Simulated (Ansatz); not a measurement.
# C3H9NSi: up Jacob's ladder to CCSD(T)

An exercise on one series of results from a longer session: the logs are not shown, and one member is left open.

Computed with Ansatz 0.2.0, Gaussian basis. Level: functionals in def2-TZVPP, the program's frozen cores in correlated methods.

The runs, in order: LDA (SPW92), PBE-D4, revPBE-D4, BLYP-D4, r2SCAN-D4, B97M-V, PBE0-D4, B3LYP-D4, r2SCANh-D4, r2SCAN0-D4, HSE06-D4, BHLYP-D4, CAM-B3LYP-D4, LC-ωPBE, ωB97X-V, ωB97M-V, B2PLYP, PBE-QIDH; CCSD(T)/def2-SVP; CCSD(T)/def2-TZVPP; MP2/def2-QZVPP; extrapolation to the limit; RPA on PBE.

### The geometry

An earlier PBE0-D4 in a triple-zeta def2 set relaxation fixed the geometry.

14 atoms, charge 0, spin multiplicity 1.

Atoms are counted from 1 here; the program's logs count them from 0.

Bond lengths: C1–C2 1.496 Å, C1–H6 1.089 Å, C1–H7 1.095 Å, C1–H8 1.094 Å, C2–N3 1.376 Å, C2–C4 1.347 Å, N3–H9 1.006 Å, N3–H10 1.006 Å, C4–Si5 1.840 Å, C4–H11 1.089 Å, Si5–H12 1.488 Å, Si5–H13 1.493 Å, Si5–H14 1.493 Å. Angles: C2–C1–H6 111.9°, C2–C1–H7 110.7°, C2–C1–H8 110.4°, H6–C1–H7 107.9°, H6–C1–H8 108.4°, H7–C1–H8 107.6°, C1–C2–N3 113.3°, C1–C2–C4 123.5°, N3–C2–C4 123.2°, C2–N3–H9 116.9°, C2–N3–H10 117.3°, H9–N3–H10 114.3°, C2–C4–Si5 125.7°, C2–C4–H11 117.1°, Si5–C4–H11 117.2°, C4–Si5–H12 108.7°, C4–Si5–H13 113.4°, C4–Si5–H14 113.1° and more.

Geometry (Å):

```xyz
14
C3H9NSi
C    -1.3483   -0.5004    0.4315
C     0.1133   -0.3201    0.6922
N     0.5111   -0.8038    1.9173
C     0.9480    0.3082   -0.1587
Si    0.4698    1.0749   -1.7619
H    -1.6405   -0.0992   -0.5379
H    -1.6159   -1.5621    0.4502
H    -1.9373    0.0020    1.2041
H     1.5012   -0.8898    2.0737
H    -0.0372   -1.5436    2.3218
H     1.9940    0.3822    0.1356
H     1.6889    1.6357   -2.4051
H    -0.5188    2.1844   -1.6176
H    -0.1410    0.1026   -2.7163
```

The first run:

Input file in.yaml:

```yaml
crystal:
  periodic: [false, false, false]
  atoms:
    - {symbol: C, position_ang: [-1.348328, -0.500414, 0.431480]}
    - {symbol: C, position_ang: [0.113274, -0.320099, 0.692163]}
    - {symbol: N, position_ang: [0.511095, -0.803829, 1.917262]}
    - {symbol: C, position_ang: [0.947994, 0.308226, -0.158729]}
    - {symbol: Si, position_ang: [0.469774, 1.074948, -1.761861]}
    - {symbol: H, position_ang: [-1.640547, -0.099193, -0.537888]}
    - {symbol: H, position_ang: [-1.615920, -1.562074, 0.450157]}
    - {symbol: H, position_ang: [-1.937349, 0.002023, 1.204116]}
    - {symbol: H, position_ang: [1.501232, -0.889829, 2.073664]}
    - {symbol: H, position_ang: [-0.037210, -1.543572, 2.321755]}
    - {symbol: H, position_ang: [1.994007, 0.382157, 0.135607]}
    - {symbol: H, position_ang: [1.688884, 1.635671, -2.405118]}
    - {symbol: H, position_ang: [-0.518848, 2.184371, -1.617635]}
    - {symbol: H, position_ang: [-0.140955, 0.102616, -2.716274]}
basis:
  gaussian: {orbitals: def2-TZVPP}
hamiltonian: {xc: lda}
output: {orbitals: {seedname: orbitals}}
```

Started as:

```console
> ansatz run in.yaml --threads 4 --pin off --events-out ev --progress --plain --max-ram 10444MiB
```

Steps of the session up to this table: LDA; PBE-D4 (GGA); revPBE-D4 (GGA); BLYP-D4 (GGA); r2SCAN-D4 (meta-GGA); B97M-V (meta-GGA); PBE0-D4 (hybrid); B3LYP-D4 (hybrid); r2SCANh-D4 (hybrid); r2SCAN0-D4 (hybrid); HSE06-D4 (hybrid); BHLYP-D4 (hybrid); CAM-B3LYP-D4 (range-separated); LC-ωPBE (range-separated); ωB97X-V (range-separated); ωB97M-V (range-separated); B2PLYP (double hybrid); PBE-QIDH (double hybrid).

One of the session's tables, all rows but one given; the rest of the session is left out.

It belongs to the step «Frontier levels by functional». 

| functional | HOMO (eV) | gap (eV) |
| --- | --- | --- |
| LDA (SPW92) | -5.16 | 4.25 |
| PBE-D4 | -5.02 | 4.29 |
| revPBE-D4 | -4.96 | 4.31 |
| BLYP-D4 | -4.87 | 4.27 |
| r2SCAN-D4 | -5.21 | 4.73 |
| B97M-V | -5.31 | 4.78 |
| PBE0-D4 | -6.12 | 6.30 |
| B3LYP-D4 | -5.91 | 5.87 |
| r2SCANh-D4 | -5.63 | 5.47 |
| r2SCAN0-D4 | -6.25 | 6.59 |
| HSE06-D4 | -5.72 | 5.53 |
| BHLYP-D4 | ? | ? |
| CAM-B3LYP-D4 | -7.39 | 8.63 |
| LC-ωPBE | -8.71 | 11.06 |
| ωB97X-V | -8.36 | 10.63 |
| ωB97M-V | -8.28 | 10.31 |

Q: Estimate the row for BHLYP-D4 from the others.

Worked estimate for «HOMO (eV)». Against the share of exact exchange, BLYP-D4 (0, -4.87), B3LYP-D4 (0.2, -5.91) give a slope of -5.20 per unit share; at 0.5 the line stands at -7.47.

The run gave: HOMO (eV): -7.09; gap (eV): 8.24. In «HOMO (eV)» the line misses by -0.38.
